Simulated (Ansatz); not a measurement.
This script for the Python package of Ansatz (0.2.0) starts 5 runs on LiSb. What input does the engine get in each?

Script `methods_lisb.py`:
```python
# -*- coding: utf-8 -*-
'''LiSb at several levels of theory.'''

from pathlib import Path
import argparse

import ansatz as az
from ase import Atoms
import numpy as np

parser = argparse.ArgumentParser(description='LiSb at several levels of theory.')
parser.add_argument('--basis', required=True, help='Gaussian basis set')
args = parser.parse_args()


def main():
    atoms = Atoms(['Li', 'Sb'], positions=[
        (0.0, 0.0, 0.0),
        (0.0, 0.0, 2.65),
    ])
    lisb = az.Crystal.molecule_from_ase(atoms)

    setup = (
        lisb.calculation()
        .basis(gaussian=args.basis)
        .spin('collinear', total=2)
    )

    print('functional    E (Ha)        dipole (D)   HOMO (eV)  LUMO (eV)')
    for name in ['hf', 'pbe', 'pbe0', 'revpbe', 'r2scan']:
        data = setup.functional(name).forces().orbitals().run(threads=1, runs_dir='runs').report
        lines = Path(data['orbitals_path']).read_text().splitlines()
        field_of = lambda key: [line.split('=')[1].strip() for line in lines if line.startswith(key)]
        orbitals = [(27.211386 * float(e), s, float(n)) for e, s, n in zip(field_of('Ene='), field_of('Spin='), field_of('Occup='))]
        homo = max(e for e, _, n in orbitals if n > 0.5)
        lumo = min(e for e, _, n in orbitals if n < 0.5)
        dipole = 4.803205 * np.linalg.norm(data['charge_distribution']['dipole_moment_e_ang'])
        print(f'{name:10s} {data["free_energy_ev"] / 27.211386246:14.6f} {dipole:9.3f} {homo:11.3f} {lumo:10.3f}')


if __name__ == '__main__':
    main()
```

Run 1:
```yaml
crystal:
  periodic: [false, false, false]
  atoms:
    - { symbol: Li, position_ang: [0.0, 0.0, 0.0] }
    - { symbol: Sb, position_ang: [0.0, 0.0, 2.65] }
basis:
  gaussian:
    orbitals: def2-SVP
hamiltonian:
  xc: hf
magnetization:
  spin_polarized: true
  initial_magnetization: 2.0
output:
  orbitals: {}
  forces: true
```

Run 2, against run 1:
```diff
-  xc: hf
+  xc: pbe
```

Run 3, against run 1:
```diff
-  xc: hf
+  xc: pbe0
```

Run 4, against run 1:
```diff
-  xc: hf
+  xc: revpbe
```

Run 5, against run 1:
```diff
-  xc: hf
+  xc: r2scan
```

```console
$ python methods_lisb.py --basis def2-SVP
functional    E (Ha)        dipole (D)   HOMO (eV)  LUMO (eV)
hf            -246.719891     7.365      -6.117     -0.043
pbe           -247.713415     6.029      -3.774     -2.787
pbe0          -247.733329     6.599      -4.544     -1.870
revpbe        -247.790396     6.021      -3.738     -2.673
r2scan        -247.834777     6.734      -3.859     -2.343
```

Total energies depend on the basis set; only differences at equal settings carry meaning. The geometry is a force-field or estimated start, not a minimum of this method, and the basis set is short of its limit. A lower total doesn't mark the better method: functionals have no common bound, and MP2 and coupled cluster aren't variational. The run takes the species as open-shell (spin multiplicity 3), which needn't be its ground state. Levels such as HOMO and LUMO are orbital energies: with these approximate functionals they aren't the ionisation energy and electron affinity, and their gap isn't the fundamental gap. The spin state was assumed, and another may lie lower. Run time: 14 s on 1 thread of Arm Neoverse V2, on a shared host, peak memory 0.21 GiB.
